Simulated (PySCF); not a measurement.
# [Pb(NH2)3(H2O)]+: a change of charge

Aim: at the relaxed geometry of [Pb(NH2)3(H2O)]+, try a change of charge. It is a constructed species; whether it can be made isn't addressed.

The runs use PySCF 2.14.0; PBE0, Pb def2-SVP with ECP60, N def2-SVP, H def2-SVP, O def2-SVP; scalar-relativistic core potentials, no spin–orbit coupling.

1 further run of the same task is left out (for a known fault of the program).

### Step 1. The system as given

13 atoms, charge 1, spin multiplicity 1.

Bond lengths: Pb1–N2 2.099 Å, Pb1–N5 2.099 Å, Pb1–N8 2.095 Å, Pb1–O11 2.412 Å, N2–H3 1.022 Å, N2–H4 1.023 Å, N5–H6 1.023 Å, N5–H7 1.022 Å, N8–H9 1.021 Å, N8–H10 1.021 Å, O11–H12 0.967 Å, O11–H13 0.966 Å. Angles: N2–Pb1–N5 116.6°, N2–Pb1–N8 121.3°, N2–Pb1–O11 91.2°, N5–Pb1–N8 121.3°, N5–Pb1–O11 91.2°, N8–Pb1–O11 96.6°, Pb1–N2–H3 110.5°, Pb1–N2–H4 110.4°, H3–N2–H4 107.4°, Pb1–N5–H6 110.4°, Pb1–N5–H7 110.5°, H6–N5–H7 107.4°, Pb1–N8–H9 111.8°, Pb1–N8–H10 111.8°, H9–N8–H10 108.8°, Pb1–O11–H12 121.9°, Pb1–O11–H13 130.6°, H12–O11–H13 107.5°.

Geometry (Å):

```xyz
13
H8N3OPb
Pb    0.2461   -0.2461    0.3130
N     1.0047    1.5204    1.1552
H     2.0091    1.5971    0.9809
H     0.8689    1.5194    2.1691
N    -1.5204   -1.0047    1.1552
H    -1.5194   -0.8689    2.1691
H    -1.5971   -2.0091    0.9809
N     1.3668   -1.3668   -1.0568
H     0.7714   -1.9461   -1.6510
H     1.9461   -0.7714   -1.6510
O    -1.0111    1.0111   -1.3171
H    -1.6701    1.6701   -1.0580
H    -0.9881    0.9881   -2.2827
```

Formal oxidation states: Pb +4. An earlier session relaxed this geometry at PBE0, Pb def2-SVP with ECP60, N def2-SVP, H def2-SVP, O def2-SVP (singlet, point group Cs). Its vibrations showed it to be a saddle point, relaxed within its symmetry.

Its energy there is -436.416161 Eh.

### Step 2. One electron removed, multiplicity 2

Input file run.py (the lines that set the calculation):

```python
mol = gto.M(atom='''
Pb     0.24607    -0.24607     0.31304
N      1.00468     1.52039     1.15522
H      2.00910     1.59705     0.98087
H      0.86885     1.51941     2.16913
N     -1.52039    -1.00468     1.15522
H     -1.51941    -0.86885     2.16913
H     -1.59705    -2.00910     0.98087
N      1.36679    -1.36679    -1.05678
H      0.77138    -1.94611    -1.65103
H      1.94611    -0.77138    -1.65103
O     -1.01108     1.01108    -1.31713
H     -1.67006     1.67006    -1.05805
H     -0.98810     0.98810    -2.28267''',
    basis={'Pb': 'def2-SVP', 'N': 'def2-SVP', 'H': 'def2-SVP', 'O': 'def2-SVP'},
    ecp={'Pb': 'def2-SVP'},
    charge=2, spin=1)
mf = dft.UKS(mol, xc='PBE0')
mf.grids.atom_grid = (50, 194)
mf = mf.density_fit()  # fitting sets: Pb def2-universal-JKFIT, N def2-universal-JKFIT, H def2-universal-JKFIT, O def2-universal-JKFIT
mf.conv_tol = 1e-08; mf.max_cycle = 55
mf.kernel(dm0)  # dm0: the density of the relaxed state
```

On the command line:

```bash
OMP_NUM_THREADS=2 python run.py
```

The program printed:

```text
init E= -436.421464309745
  HOMO = -0.444149390782  LUMO = -0.433676070517  gap/eV = 0.28499
cycle= 1 E= -435.850136055583  delta_E= 0.571  |g|= 0.295  |ddm|= 0.647
  HOMO = -0.604934704328  LUMO = -0.603558606735  gap/eV = 0.03745
cycle= 2 E= -435.333488765546  delta_E= 0.517  |g|= 0.98  |ddm|= 1.22
  HOMO = -0.671017091139  LUMO = -0.618807066846  gap/eV = 1.42071
cycle= 3 E= -435.868488262218  delta_E= -0.535  |g|= 0.266  |ddm|= 1.15
  HOMO = -0.624412923008  LUMO = -0.600685386973  gap/eV = 0.64566
cycle= 4 E= -435.901795327253  delta_E= -0.0333  |g|= 0.0783  |ddm|= 0.199
  HOMO = -0.621782937607  LUMO = -0.586881197023  gap/eV = 0.94972
cycle= 5 E= -435.906050268301  delta_E= -0.00425  |g|= 0.0353  |ddm|= 0.109
  HOMO = -0.625222198984  LUMO = -0.582186586727  gap/eV = 1.17106
cycle= 6 E= -435.907059241491  delta_E= -0.00101  |g|= 0.013  |ddm|= 0.0678
  HOMO = -0.628628197466  LUMO = -0.579630420826  gap/eV = 1.33330
cycle= 7 E= -435.907298233837  delta_E= -0.000239  |g|= 0.00796  |ddm|= 0.0359
  HOMO = -0.628362151389  LUMO = -0.57841320658  gap/eV = 1.35918
cycle= 8 E= -435.907395147724  delta_E= -9.69e-05  |g|= 0.00397  |ddm|= 0.0223
  HOMO = -0.62660888116  LUMO = -0.577644652231  gap/eV = 1.33238
cycle= 9 E= -435.907451327832  delta_E= -5.62e-05  |g|= 0.00143  |ddm|= 0.0264
  HOMO = -0.626208865859  LUMO = -0.57730656516  gap/eV = 1.33070
cycle= 10 E= -435.907465802676  delta_E= -1.45e-05  |g|= 0.000587  |ddm|= 0.0163
  HOMO = -0.626094767445  LUMO = -0.577220008847  gap/eV = 1.32995
cycle= 11 E= -435.907468114317  delta_E= -2.31e-06  |g|= 0.000275  |ddm|= 0.00682
  HOMO = -0.625973006109  LUMO = -0.577170232309  gap/eV = 1.32799
cycle= 12 E= -435.907468591641  delta_E= -4.77e-07  |g|= 0.000125  |ddm|= 0.00358
  HOMO = -0.625906796923  LUMO = -0.577161485217  gap/eV = 1.32643
cycle= 13 E= -435.907468648345  delta_E= -5.67e-08  |g|= 3.29e-05  |ddm|= 0.0012
  HOMO = -0.625892256407  LUMO = -0.577163048649  gap/eV = 1.32599
cycle= 14 E= -435.90746865252  delta_E= -4.18e-09  |g|= 8.41e-06  |ddm|= 0.000312
  HOMO = -0.625893492635  LUMO = -0.577163940065  gap/eV = 1.32600
Extra cycle  E= -435.907468652608  delta_E= -8.75e-11  |g|= 7.08e-06  |ddm|= 2.12e-05
converged SCF energy = -435.907468652608  <S^2> = 0.85090247  2S+1 = 2.098478
```

Run time: 6.9 s. Hardware: 2 threads of Arm Neoverse V1, shared host.

Result: E = -435.907469 Eh (+13.842 eV from the relaxed state), HOMO -17.03 eV, LUMO -15.71 eV (over both spins), ⟨S²⟩ = 0.851, Mulliken charge on Pb1 +1.07 e. 

### Step 3. One electron added, multiplicity 2

run.py (the lines that set the calculation), as its differences from that of step 2:

```diff
@@ -16,3 +16,3 @@
     ecp={'Pb': 'def2-SVP'},
-    charge=2, spin=1)
+    charge=0, spin=1)
 mf = dft.UKS(mol, xc='PBE0')
```

On the command line:

```bash
OMP_NUM_THREADS=2 python run.py
```

The program printed:

```text
init E= -436.421110863235
  HOMO = -0.250066902848  LUMO = -0.243116138908  gap/eV = 0.18914
cycle= 1 E= -436.561647442444  delta_E= -0.141  |g|= 0.222  |ddm|= 1.94
  HOMO = -0.0485095439762  LUMO = 0.0169705912691  gap/eV = 1.78181
cycle= 2 E= -436.55591433491  delta_E= 0.00573  |g|= 0.276  |ddm|= 0.968
  HOMO = -0.0977077228551  LUMO = -0.0163266504196  gap/eV = 2.21449
cycle= 3 E= -436.591120066714  delta_E= -0.0352  |g|= 0.0367  |ddm|= 0.469
  HOMO = -0.103488257767  LUMO = -0.0193799606567  gap/eV = 2.28870
cycle= 4 E= -436.591824330258  delta_E= -0.000704  |g|= 0.0132  |ddm|= 0.0707
  HOMO = -0.105622064274  LUMO = -0.0192023627058  gap/eV = 2.35160
cycle= 5 E= -436.591929890905  delta_E= -0.000106  |g|= 0.00352  |ddm|= 0.0236
  HOMO = -0.105781230161  LUMO = -0.0186954219128  gap/eV = 2.36973
cycle= 6 E= -436.591938123301  delta_E= -8.23e-06  |g|= 0.0025  |ddm|= 0.00751
  HOMO = -0.105771446749  LUMO = -0.0183879860105  gap/eV = 2.37783
cycle= 7 E= -436.59194152369  delta_E= -3.4e-06  |g|= 0.000469  |ddm|= 0.00401
  HOMO = -0.105735638148  LUMO = -0.0182684234651  gap/eV = 2.38010
cycle= 8 E= -436.591941810706  delta_E= -2.87e-07  |g|= 0.000162  |ddm|= 0.0016
  HOMO = -0.105744318237  LUMO = -0.0182643623455  gap/eV = 2.38045
cycle= 9 E= -436.591941834025  delta_E= -2.33e-08  |g|= 0.000153  |ddm|= 0.000559
  HOMO = -0.105748019731  LUMO = -0.0182662777268  gap/eV = 2.38050
cycle= 10 E= -436.59194184656  delta_E= -1.25e-08  |g|= 4.92e-05  |ddm|= 0.000228
  HOMO = -0.105749264454  LUMO = -0.0182674769964  gap/eV = 2.38050
cycle= 11 E= -436.591941848253  delta_E= -1.69e-09  |g|= 1.09e-05  |ddm|= 0.000111
  HOMO = -0.105748615309  LUMO = -0.0182675243049  gap/eV = 2.38048
Extra cycle  E= -436.591941848285  delta_E= -3.21e-11  |g|= 1.02e-05  |ddm|= 3.07e-05
converged SCF energy = -436.591941848285  <S^2> = 0.75905078  2S+1 = 2.0090304
```

It took 5.8 s on 2 threads of Arm Neoverse V1, shared host.

It gives: E = -436.591942 Eh (-4.783 eV from the relaxed state), HOMO -2.88 eV, LUMO -0.50 eV (over both spins), ⟨S²⟩ = 0.759, Mulliken charge on Pb1 +0.64 e. 

### Step 4. Results

| state | energy from the relaxed state (eV) | ⟨S²⟩ | time |
| --- | --- | --- | --- |
| charge +1, singlet, vacuum (relaxed) | 0 | 0.00 |  |
| charge 0, doublet, vacuum | -4.78 | 0.76 | 5.8 s |
| charge +2, doublet, vacuum | 13.84 | 0.85 | 6.9 s |

An electron taken off or put on is at rest in vacuum. 

Removing an electron vertically costs 13.84 eV (doublet), against −HOMO = 11.94 eV. Adding an electron vertically releases 4.78 eV (doublet). These are double-zeta-type bases without diffuse functions. Spin–orbit coupling is left out.
